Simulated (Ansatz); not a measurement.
Ta3Cu:

```
CELL_PARAMETERS angstrom
-2.00651 2.00651 4.20817
2.00651 -2.00651 4.20817
2.00651 2.00651 -4.20817
ATOMIC_POSITIONS crystal
Ta 0.50000 0.50000 0.00000
Ta 0.25000 0.75000 0.50000
Ta 0.75000 0.25000 0.50000
Cu 0.00000 0.00000 0.00000
```

The cell comes from a database or a generator and needn't be the stable form of this composition.

| Quantity | Value |
| --- | --- |
| Program | Ansatz 0.2.0 |
| Task | relaxation of cell and atoms |
| Functional | r2SCAN |
| Potentials or basis | Ansatz PAW |
| Cutoff | 500 eV (not typed: the program's choice for these potentials) |
| k mesh | 9 × 9 × 9 |
| Occupations | fermi-dirac, width 0.05 eV |
| Spin | no spin polarisation |

At the start: volume 16.94 Å³/atom.

Where does the relaxation end?

It ends after 5 steps and the volume is 16.69 Å³/atom (-1.5 %); space group I4/mmm (No. 139, to 0.05 Å).

The path:
```csv
step,energy change (eV),largest force (eV/Å),volume (Å³)
1,0.0000,0.0000,67.77
2,-0.0095,0.0000,66.82
3,-0.0096,0.0000,66.77
4,-0.0096,0.0000,66.77
5,-0.0092,0.0000,66.77
```

Final structure:
```
CELL_PARAMETERS angstrom
-1.99357 1.99357 4.20029
1.99357 -1.99357 4.20029
1.99357 1.99357 -4.20029
ATOMIC_POSITIONS crystal
Ta 0.50000 0.50000 0.00000
Ta 0.25000 0.75000 0.50000
Ta 0.75000 0.25000 0.50000
Cu 0.00000 0.00000 0.00000
```

Caveat: the plane-wave basis is chosen anew once the cell has moved, so the energies of steps on either side of that aren't comparable; the PAW data sets come from PBE, with cores solved anew for the run's functional, which leaves a small shift of forces and pressure.
